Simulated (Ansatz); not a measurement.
# AsH₃+ (doublet): B97M-V, PBE0 over a scan of the distance As1–H3, 6-31G, part 2 of 3

Ansatz 0.2.0, Gaussian basis; 6-31G, all electrons in the functionals.

### Step 12. B97M-V, 5.137 Å

in.yaml reads:

```yaml
crystal:
  periodic: [false, false, false]
  atoms:
    - {symbol: As, position_ang: [0.023065, -0.038960, -0.029205]}
    - {symbol: H, position_ang: [1.459177, -0.025197, 0.392917]}
    - {symbol: H, position_ang: [-2.488138, 4.211371, 1.391118]}
    - {symbol: H, position_ang: [-0.685460, -1.290254, 0.386787]}
basis:
  gaussian: {orbitals: 6-31G}
total_charge: 1
magnetization: {spin_polarized: true, initial_magnetization: 1}
hamiltonian: {xc: {name: B97M-V}}
```

Command:

```console
$ ansatz run in.yaml --threads 1 --pin off --events-out ev --progress --plain --max-ram 2393MiB
```

Log, shortened:

```text
Functional definition: B97M-V
  name "B97M-V"
  cite "Mardirossian & Head-Gordon, J. Chem. Phys. 142, 074111 (2015) doi:10.1063/1.4907719"
  cite "Becke, J. Chem. Phys. 107, 8554 (1997) doi:10.1063/1.475007"
  cite "Vydrov & Van Voorhis, J. Chem. Phys. 133, 244103 (2010) doi:10.1063/1.3521275"
  # Of w^i u^j: cxij and so on, Table III.
[...]
  gx(w, u) = cx00 + cx01*u + cx02*u^2 + (cx10 + cx11*u)*w
[...]
      + integral(e_c_pw_mod_opposite_spin*gos(b97_w_opposite, b97_u_opposite)) + vv10(b, c)
346 factors; integrals over basis functions are off by at most 4.8e-4 eV
[...]
mean field -60855.48147407 eV, -2236.3976948454 hartree, gradient 3.4e-6 eV, S^2 0.756165; 2 other end points of the search recorded, 0 dependent functions left out
reference -60855.48152214 eV, -2236.3976966116 hartree; 18, 17 occupied and 17, 18 virtual orbitals, 346 factors
Total energy: -60855.48152214 eV, -2236.3976966116 hartree
```

Run time: 4.7 s. Hardware: 1 thread of Arm Neoverse V2, shared host.

From the report: ⟨S²⟩ of the determinant 0.756 (pure doublet: 0.75).

From 1.497 Å: +72.9 kcal/mol.

### Step 13. PBE0, 1.226 Å

in.yaml reads:

```yaml
crystal:
  periodic: [false, false, false]
  atoms:
    - {symbol: As, position_ang: [-0.001659, 0.002886, -0.015221]}
    - {symbol: H, position_ang: [1.434453, 0.016648, 0.406901]}
    - {symbol: H, position_ang: [-0.600983, 1.017273, 0.323754]}
    - {symbol: H, position_ang: [-0.710184, -1.248408, 0.400771]}
basis:
  gaussian: {orbitals: 6-31G}
total_charge: 1
magnetization: {spin_polarized: true, initial_magnetization: 1}
hamiltonian: {xc: {name: PBE0}}
output: {forces: true, orbitals: {seedname: orbitals}}
```

Launched as before.

Log:

```text
Functional definition: PBE0
  name "PBE0"
  cite "Adamo & Barone, J. Chem. Phys. 110, 6158 (1999) doi:10.1063/1.478522"
  cite "Perdew, Burke & Ernzerhof, Phys. Rev. Lett. 77, 3865 (1996) doi:10.1103/PhysRevLett.77.3865"
  parent pbe
  parameter a = 0.25
  parameter kappa = 0.804
  parameter beta = 0.06672455060314922
  exchange = (1 - a)*pbe_x(kappa = kappa, mu = beta*pi^2/3) + a*exact_x
  correlation = pbe_c(beta = beta)
346 factors; integrals over basis functions are off by at most 6.0e-4 eV
mean field evaluation 1: about -60861.2372 eV, gradient 6.1e0 eV
mean field evaluation 2: about -60861.4301 eV, gradient 4.4e0 eV
mean field evaluation 4: about -60861.4993 eV, gradient 1.5e-1 eV
mean field evaluation 8: about -60861.5083 eV, gradient 2.0e-3 eV
mean field -60861.50826340 eV, -2236.6191752680 hartree, gradient 1.3e-5 eV, S^2 0.751681; 0 other end points of the search recorded, 0 dependent functions left out
the calculation of the forces begins
reference -60861.50828422 eV, -2236.6191760331 hartree; 18, 17 occupied and 17, 18 virtual orbitals, 346 factors
Total energy: -60861.50828422 eV, -2236.6191760331 hartree
Atom 0 at    -0.001659     0.002886    -0.015221 Å, force     5.039566    -8.531568    -2.468611 eV/Å
Atom 1 at     1.434453     0.016648     0.406901 Å, force    -0.017631    -0.050989    -0.117379 eV/Å
Atom 2 at    -0.600983     1.017273     0.323754 Å, force    -5.075587     8.591498     2.703166 eV/Å
Atom 3 at    -0.710184    -1.248408     0.400771 Å, force     0.053652    -0.008941    -0.117176 eV/Å
Dipole moment:     0.003473    -0.006511     0.128735 e Å
```

It took 0.93 s on 1 thread of Arm Neoverse V2, shared host.

From the report: ⟨S²⟩ of the determinant 0.752 (pure doublet: 0.75).

### Step 14. PBE0, 1.340 Å

in.yaml reads:

```yaml
crystal:
  periodic: [false, false, false]
  atoms:
    - {symbol: As, position_ang: [-0.000938, 0.001666, -0.015629]}
    - {symbol: H, position_ang: [1.435174, 0.015427, 0.406493]}
    - {symbol: H, position_ang: [-0.655990, 1.110377, 0.354866]}
    - {symbol: H, position_ang: [-0.709464, -1.249627, 0.400363]}
basis:
  gaussian: {orbitals: 6-31G}
total_charge: 1
magnetization: {spin_polarized: true, initial_magnetization: 1}
hamiltonian: {xc: {name: PBE0}}
output: {orbitals: {seedname: orbitals}}
```

Same command.

Log, shortened:

```text
Functional definition: PBE0
  name "PBE0"
  cite "Adamo & Barone, J. Chem. Phys. 110, 6158 (1999) doi:10.1063/1.478522"
  cite "Perdew, Burke & Ernzerhof, Phys. Rev. Lett. 77, 3865 (1996) doi:10.1103/PhysRevLett.77.3865"
  parent pbe
[...]
346 factors; integrals over basis functions are off by at most 5.0e-4 eV
[...]
mean field -60862.32695695 eV, -2236.6492617012 hartree, gradient 1.7e-5 eV, S^2 0.751612; 0 other end points of the search recorded, 0 dependent functions left out
reference -60862.32697736 eV, -2236.6492624510 hartree; 18, 17 occupied and 17, 18 virtual orbitals, 346 factors
Total energy: -60862.32697736 eV, -2236.6492624510 hartree
```

Run time: 0.75 s. Hardware: 1 thread of Arm Neoverse V2, shared host.

From the report: ⟨S²⟩ of the determinant 0.752 (pure doublet: 0.75).

### Step 15. PBE0, 1.497 Å

in.yaml reads:

```yaml
crystal:
  periodic: [false, false, false]
  atoms:
    - {symbol: As, position_ang: [0.000054, -0.000013, -0.016190]}
    - {symbol: H, position_ang: [1.436166, 0.013750, 0.405932]}
    - {symbol: H, position_ang: [-0.731713, 1.238539, 0.397694]}
    - {symbol: H, position_ang: [-0.708471, -1.251307, 0.399802]}
basis:
  gaussian: {orbitals: 6-31G}
total_charge: 1
magnetization: {spin_polarized: true, initial_magnetization: 1}
hamiltonian: {xc: {name: PBE0}}
output: {forces: true, orbitals: {seedname: orbitals}}
```

The command is unchanged.

Log:

```text
Functional definition: PBE0
  name "PBE0"
  cite "Adamo & Barone, J. Chem. Phys. 110, 6158 (1999) doi:10.1063/1.478522"
  cite "Perdew, Burke & Ernzerhof, Phys. Rev. Lett. 77, 3865 (1996) doi:10.1103/PhysRevLett.77.3865"
  parent pbe
  parameter a = 0.25
  parameter kappa = 0.804
  parameter beta = 0.06672455060314922
  exchange = (1 - a)*pbe_x(kappa = kappa, mu = beta*pi^2/3) + a*exact_x
  correlation = pbe_c(beta = beta)
346 factors; integrals over basis functions are off by at most 4.2e-4 eV
mean field evaluation 1: about -60862.4132 eV, gradient 5.7e0 eV
mean field evaluation 2: about -60862.5613 eV, gradient 4.8e0 eV
mean field evaluation 4: about -60862.6345 eV, gradient 1.5e-1 eV
mean field evaluation 8: about -60862.6422 eV, gradient 1.2e-3 eV
mean field -60862.64219987 eV, -2236.6608466647 hartree, gradient 2.4e-5 eV, S^2 0.751542; 0 other end points of the search recorded, 0 dependent functions left out
the calculation of the forces begins
reference -60862.64222044 eV, -2236.6608474207 hartree; 18, 17 occupied and 17, 18 virtual orbitals, 346 factors
Total energy: -60862.64222044 eV, -2236.6608474207 hartree
Atom 0 at     0.000054    -0.000013    -0.016190 Å, force    -0.000291     0.000091     0.110375 eV/Å
Atom 1 at     1.436166     0.013750     0.405932 Å, force     0.039463     0.000337    -0.036676 eV/Å
Atom 2 at    -0.731713     1.238539     0.397694 Å, force    -0.019905     0.033892    -0.036878 eV/Å
Atom 3 at    -0.708471    -1.251307     0.399802 Å, force    -0.019268    -0.034320    -0.036821 eV/Å
Dipole moment:    -0.000451     0.000110     0.135397 e Å
```

It took 0.9 s on 1 thread of Arm Neoverse V2, shared host.

From the report: ⟨S²⟩ of the determinant 0.752 (pure doublet: 0.75).

### Step 16. PBE0, 1.678 Å

in.yaml reads:

```yaml
crystal:
  periodic: [false, false, false]
  atoms:
    - {symbol: As, position_ang: [0.001199, -0.001951, -0.016837]}
    - {symbol: H, position_ang: [1.437311, 0.011812, 0.405285]}
    - {symbol: H, position_ang: [-0.819085, 1.386419, 0.447111]}
    - {symbol: H, position_ang: [-0.707326, -1.253245, 0.399155]}
basis:
  gaussian: {orbitals: 6-31G}
total_charge: 1
magnetization: {spin_polarized: true, initial_magnetization: 1}
hamiltonian: {xc: {name: PBE0}}
output: {orbitals: {seedname: orbitals}}
```

Same command.

Log, shortened:

```text
Functional definition: PBE0
  name "PBE0"
  cite "Adamo & Barone, J. Chem. Phys. 110, 6158 (1999) doi:10.1063/1.478522"
  cite "Perdew, Burke & Ernzerhof, Phys. Rev. Lett. 77, 3865 (1996) doi:10.1103/PhysRevLett.77.3865"
  parent pbe
[...]
346 factors; integrals over basis functions are off by at most 4.3e-4 eV
[...]
mean field -60862.40037958 eV, -2236.6519599330 hartree, gradient 5.5e-5 eV, S^2 0.751451; 0 other end points of the search recorded, 0 dependent functions left out
reference -60862.40040054 eV, -2236.6519607031 hartree; 18, 17 occupied and 17, 18 virtual orbitals, 346 factors
Total energy: -60862.40040054 eV, -2236.6519607031 hartree
```

Wall time 0.81 s (1 thread of Arm Neoverse V2, shared host).

From the report: ⟨S²⟩ of the determinant 0.751 (pure doublet: 0.75).

From 1.497 Å: +5.6 kcal/mol.

### Step 17. PBE0, 1.806 Å

in.yaml reads:

```yaml
crystal:
  periodic: [false, false, false]
  atoms:
    - {symbol: As, position_ang: [0.002008, -0.003320, -0.017295]}
    - {symbol: H, position_ang: [1.438120, 0.010443, 0.404827]}
    - {symbol: H, position_ang: [-0.880848, 1.490956, 0.482044]}
    - {symbol: H, position_ang: [-0.706517, -1.254614, 0.398697]}
basis:
  gaussian: {orbitals: 6-31G}
total_charge: 1
magnetization: {spin_polarized: true, initial_magnetization: 1}
hamiltonian: {xc: {name: PBE0}}
output: {orbitals: {seedname: orbitals}}
```

The command is unchanged.

Log, shortened:

```text
Functional definition: PBE0
  name "PBE0"
  cite "Adamo & Barone, J. Chem. Phys. 110, 6158 (1999) doi:10.1063/1.478522"
  cite "Perdew, Burke & Ernzerhof, Phys. Rev. Lett. 77, 3865 (1996) doi:10.1103/PhysRevLett.77.3865"
  parent pbe
[...]
346 factors; integrals over basis functions are off by at most 4.4e-4 eV
[...]
mean field -60862.04855282 eV, -2236.6390305378 hartree, gradient 2.5e-5 eV, S^2 0.751315; 0 other end points of the search recorded, 0 dependent functions left out
reference -60862.04857389 eV, -2236.6390313122 hartree; 18, 17 occupied and 17, 18 virtual orbitals, 346 factors
Total energy: -60862.04857389 eV, -2236.6390313122 hartree
```

It took 0.81 s on 1 thread of Arm Neoverse V2, shared host.

From the report: ⟨S²⟩ of the determinant 0.751 (pure doublet: 0.75).

From 1.497 Å: +13.7 kcal/mol.

Orbitals, density, ELF and potential are computed afterwards from the orbital file.

Frontier orbitals at PBE0/6-31G (alpha spin), with the share of their density that lies nearest to each atom:

| orbital | energy (eV) | lies on |
| --- | --- | --- |
| HOMO | -15.16 | As1 68 %; H2, H3, H4 about 11 % each |
| LUMO | -7.85 | H3 51 %; As1 28 %; H2, H4 about 10 % each |

ELF in a plane through or near 3 of the atoms.

Ten even steps from ' ' (0.00) to '@' (1.00):
```
                                                        
                                                        
                                                        
                  ::==++==::                            
              ::##@@@@@@@@##--                          
            ..**@@@@@@@@@@@@++..                        
            ::##@@@@@@@@@@@@**--......--==::..          
            ..++%%@@@@@@@@%%**++++++##@@@@@@##::        
              ..==##%%**--::::--**@@@@@@@@@@@@##        
                ..==++::::====::++@@@@@@@@@@@@@@..      
                ..==++::::====::==@@@@@@@@@@@@%%        
              ..==##%%**--::::::**@@@@@@@@@@@@##        
            ..++%%@@@@@@@@%%**++++++##@@@@@@##::        
            ::##@@@@@@@@@@@@**--....::--==::..          
              **@@@@@@@@@@@@++..                        
              ..**@@@@@@@@##--                          
                  ::==++==..                            
                                                        
                                                        
                                                        
```
The map spans 8.5 Å across and 7.7 Å up, centred on the molecule. Atoms in the plane (x, y in Å): H2 (-0.8, 1.2), H3 (1.7, 0.0), H4 (-0.8, -1.2).

On the surface of density 0.002 e/bohr³ the electrostatic potential runs, from the 1st to the 99th percentile, from 6.10 to 7.35 V.

The spin density lies nearest to As1 73 %; H2, H3, H4 about 9 % each.

### Step 18. PBE0, 2.024 Å

in.yaml reads:

```yaml
crystal:
  periodic: [false, false, false]
  atoms:
    - {symbol: As, position_ang: [0.003386, -0.005653, -0.018075]}
    - {symbol: H, position_ang: [1.439498, 0.008110, 0.404047]}
    - {symbol: H, position_ang: [-0.986039, 1.668996, 0.541539]}
    - {symbol: H, position_ang: [-0.705139, -1.256947, 0.397917]}
basis:
  gaussian: {orbitals: 6-31G}
total_charge: 1
magnetization: {spin_polarized: true, initial_magnetization: 1}
hamiltonian: {xc: {name: PBE0}}
output: {forces: true, orbitals: {seedname: orbitals}}
```

The command is unchanged.

Log:

```text
Functional definition: PBE0
  name "PBE0"
  cite "Adamo & Barone, J. Chem. Phys. 110, 6158 (1999) doi:10.1063/1.478522"
  cite "Perdew, Burke & Ernzerhof, Phys. Rev. Lett. 77, 3865 (1996) doi:10.1103/PhysRevLett.77.3865"
  parent pbe
  parameter a = 0.25
  parameter kappa = 0.804
  parameter beta = 0.06672455060314922
  exchange = (1 - a)*pbe_x(kappa = kappa, mu = beta*pi^2/3) + a*exact_x
  correlation = pbe_c(beta = beta)
347 factors; integrals over basis functions are off by at most 4.5e-4 eV
mean field evaluation 1: about -60860.5707 eV, gradient 8.6e0 eV
mean field evaluation 2: about -60860.5193 eV, gradient 1.1e1 eV
mean field evaluation 4: about -60861.3304 eV, gradient 2.1e-1 eV
mean field evaluation 8: about -60861.3370 eV, gradient 1.7e-2 eV
mean field evaluation 16: about -60861.3371 eV, gradient 7.4e-5 eV
mean field -60861.33705570 eV, -2236.6128835010 hartree, gradient 7.0e-5 eV, S^2 0.750882; 0 other end points of the search recorded, 0 dependent functions left out
the calculation of the forces begins
reference -60861.33707686 eV, -2236.6128842787 hartree; 18, 17 occupied and 17, 18 virtual orbitals, 347 factors
Total energy: -60861.33707686 eV, -2236.6128842787 hartree
Atom 0 at     0.003386    -0.005653    -0.018075 Å, force    -1.752009     2.967051     0.641953 eV/Å
Atom 1 at     1.439498     0.008110     0.404047 Å, force     0.187458    -0.023479     0.121888 eV/Å
Atom 2 at    -0.986039     1.668996     0.541539 Å, force     1.635198    -2.767844    -0.884991 eV/Å
Atom 3 at    -0.705139    -1.256947     0.397917 Å, force    -0.070647    -0.175728     0.121150 eV/Å
Dipole moment:    -0.040975     0.068645     0.169083 e Å
```

It took 0.99 s on 1 thread of Arm Neoverse V2, shared host.

From the report: ⟨S²⟩ of the determinant 0.751 (pure doublet: 0.75).

From 1.497 Å: +30.1 kcal/mol.

The fields below are evaluated on a grid from the run's orbitals.

Frontier orbitals at PBE0/6-31G (alpha spin), with the share of their density that lies nearest to each atom:

```
orbital  energy (eV)                                    lies on
 HOMO-1       -17.19  H3 44 %; As1 32 %; H2, H4 about 12 % each
   HOMO       -15.01  As1 67 %; H3 13 %; H2, H4 about 10 % each
   LUMO        -8.99   H3 53 %; As1 30 %; H2, H4 about 8 % each
```

ELF in a plane through or near 3 of the atoms.

Ten even steps from ' ' (0.00) to '@' (1.00):
```
                                                        
                                                        
                                                        
                  --==++--..                            
              ::##@@@@@@@@**::                          
              **@@@@@@@@@@%%==..      ....              
              ##@@@@@@@@@@@@++::....::++**==..          
              **%%@@@@@@@@%%**++++++##@@@@@@##--        
              ..==##%%%%::::::--##%%@@@@@@@@@@##::      
                ::==++::--==--::%%@@@@@@@@@@@@@@--      
                ::==++::::++--::##@@@@@@@@@@@@@@==      
              ..==##%%##::::::--##%%@@@@@@@@@@##..      
              ++%%@@@@@@@@%%**++++++%%@@@@@@##::        
              ##@@@@@@@@@@@@++::....::++**--..          
              ##@@@@@@@@@@%%==..      ....              
              ::##@@@@@@@@**..                          
                ..::==++==..                            
                                                        
                                                        
                                                        
```
The map spans 8.9 Å across and 7.7 Å up, centred on the molecule. Atoms in the plane (x, y in Å): H2 (-0.8, 1.2), H3 (1.8, 0.0), H4 (-0.8, -1.2).

log10 of the density (e/Å³) in the same plane.

Values, 10 rows by 14 columns:
```
-4.0 -4.0 -4.0 -4.0 -4.0 -4.0 -4.0 -4.0 -4.0 -4.0 -4.0 -4.0 -4.0 -4.0
-4.0 -4.0 -4.0 -4.0 -3.5 -3.2 -3.2 -3.6 -4.0 -4.0 -4.0 -4.0 -4.0 -4.0
-4.0 -4.0 -4.0 -3.2 -2.2 -1.6 -1.5 -2.0 -2.8 -3.1 -3.4 -4.0 -4.0 -4.0
-4.0 -4.0 -3.8 -2.7 -1.4 -0.3 -0.3 -1.0 -1.6 -1.9 -2.2 -2.7 -3.5 -4.0
-4.0 -4.0 -3.8 -2.6 -1.3 -0.5  0.0 -0.1 -0.7 -0.7 -0.9 -1.7 -2.6 -4.0
-4.0 -4.0 -3.9 -2.7 -1.4 -0.6  0.5  0.6 -0.4 -0.3 -0.3 -1.5 -2.5 -3.9
-4.0 -4.0 -3.8 -2.6 -1.2 -0.2 -0.1 -0.5 -1.1 -1.3 -1.5 -2.2 -3.0 -4.0
-4.0 -4.0 -4.0 -2.8 -1.6 -0.8 -0.8 -1.4 -2.1 -2.4 -2.6 -3.2 -4.0 -4.0
-4.0 -4.0 -4.0 -3.7 -2.8 -2.3 -2.4 -2.8 -3.6 -4.0 -4.0 -4.0 -4.0 -4.0
-4.0 -4.0 -4.0 -4.0 -4.0 -3.8 -3.8 -4.0 -4.0 -4.0 -4.0 -4.0 -4.0 -4.0
```
The map spans 8.9 Å across and 7.7 Å up, centred on the molecule. Atoms in the plane (x, y in Å): H2 (-0.8, 1.2), H3 (1.8, 0.0), H4 (-0.8, -1.2).

On the surface of density 0.002 e/bohr³ the electrostatic potential runs, from the 1st to the 99th percentile, from 6.04 to 7.31 V.

The spin density lies nearest to As1 72 %; H2, H3, H4 about 9 % each.

(Continued in part 3 of 3.)
